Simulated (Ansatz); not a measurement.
# Mo (bcc type): the cost of one run

Computed with Ansatz 0.2.0 (DFT, PBE, PAW with Ansatz's default frozen-core files, scalar-relativistic, unless a step's input says otherwise).

### 1 The system as given

It takes space group Im-3m (No. 229, cubic). Conventional cell: a = 3.163 Å, b = 3.163 Å, c = 3.163 Å, α = 90.00°, β = 90.00°, γ = 90.00°. Around Mo (site symmetry m-3m) lie 8 Mo at 2.74 Å.

As a file:

```
CELL_PARAMETERS angstrom
-1.58139 1.58139 1.58139
1.58139 -1.58139 1.58139
1.58139 1.58139 -1.58139
ATOMIC_POSITIONS crystal
Mo 0.00000 0.00000 0.00000
```

### 2 Bulk cell relaxed, PAW

input.yaml reads:

```yaml
crystal:
  lattice:
    - [-1.5813925127, 1.5813925127, 1.5813925127]
    - [1.5813925127, -1.5813925127, 1.5813925127]
    - [1.5813925127, 1.5813925127, -1.5813925127]
  atoms:
    - { symbol: Mo, position: [0.0, 0.0, 0.0] }
kpoints:
  mp_grid: { grid: [19, 19, 19] }
scf:
  occupations: { method: fermi_dirac, width: 0.1 }
hamiltonian:
  xc: pbe
  pseudopotentials: { kind: paw }
output:
  forces: true
  stress: true
  write_density: true
  write_potential: true
  elf: true
  volumetric_format: npy
relax:
  f_tol: 0.005
  max_steps: 40
  cell: {}
```

Started as:

```bash
ansatz run input.yaml --threads 1 --pin off --max-ram 3584MiB --backend cpu --events-out ev --progress --plain --runs-dir out
```

**Question.** How long does this run take on 1 thread of Arm Neoverse V2, shared host, and how much memory does it need?

About 7.2 s, with a peak of 0.32 GiB.
